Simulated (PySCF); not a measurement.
# The bond of TlSn, level by level

One table from this session's results is given with a row withheld; the runs are named, their logs left out.

Program: PySCF 2.14.0. Level of theory: Tl def2-SVP with ECP60, Sn def2-SVP with ECP28, scalar-relativistic core potentials. These are calculated values, not measurements.

Set-up of the first run:

The job is set up so:

```json
{"atoms": "Tl, Sn", "charge": "0", "basis": "Tl def2-SVP with ECP60, Sn def2-SVP with ECP28", "Hamiltonian": "scalar-relativistic core potentials", "basis functions": "52", "electrons treated": "43", "masses in u": "204.9744, 119.9022", "levels": "PBE0, PBE, r²SCAN, BP86, r²SCANh, PW91, HSE06, HF, MP2, SCS-MP2, CCSD, CCSD(T)", "grid": "80 radial by 434 angular points", "occupations": "held fixed by the projection of orbital angular momentum", "dissociation limit": "Tl + Sn, each in its ground configuration", "starting distance in angstrom": "2.780", "values of 2S to try": "1, 3"}
```

On the command line:

```
> OMP_NUM_THREADS=1 python dia.py task.json out
```

Among the steps run: The job; First curve: PBE0; Other states along the same grid; PBE; r²SCAN; BP86; r²SCANh; PW91 (GGA); HSE06 (range-separated hybrid); UHF (mean field); Adding correlation.

One table of the session follows, with a row left open; its other results are not shown here.

It belongs to the step «The curves together». Energy (eV) from each level's lowest point:

```
R (Å)    UHF  UHF-MP2  UHF-SCS-MP2  UHF-CCSD  UHF-CCSD(T)
2.510  0.788    0.610        0.645       n/a          n/a
2.626  0.393    0.260        0.285     0.310        0.304
2.743  0.162    0.077        0.092     0.105        0.102
2.830  0.064    0.015        0.022     0.029        0.027
2.918  0.014    0.000        0.000     0.000        0.000
3.006  0.000    0.020        0.013     0.007        0.009
3.122  0.022    0.087        0.069     0.057        0.061
3.268      ?        ?            ?         ?            ?
3.443  0.213    0.395        0.347     0.322        0.332
3.677  0.395    0.658        0.585       n/a          n/a
```

**Question.** Estimate the row for R (Å) = 3.268.

Worked estimate for «UHF». A straight line through the neighbours (3.122, 0.022) and (3.443, 0.213) gives 0.022 + (0.213 − 0.022) × (3.268 − 3.122) / (3.443 − 3.122) = 0.109; a parabola fitted to 4 rows on both sides gives 0.099.

As computed: UHF: 0.092; UHF-MP2: 0.211; UHF-SCS-MP2: 0.181; UHF-CCSD: 0.162; UHF-CCSD(T): 0.168. In «UHF» the line misses by +0.017 and the parabola by +0.007.
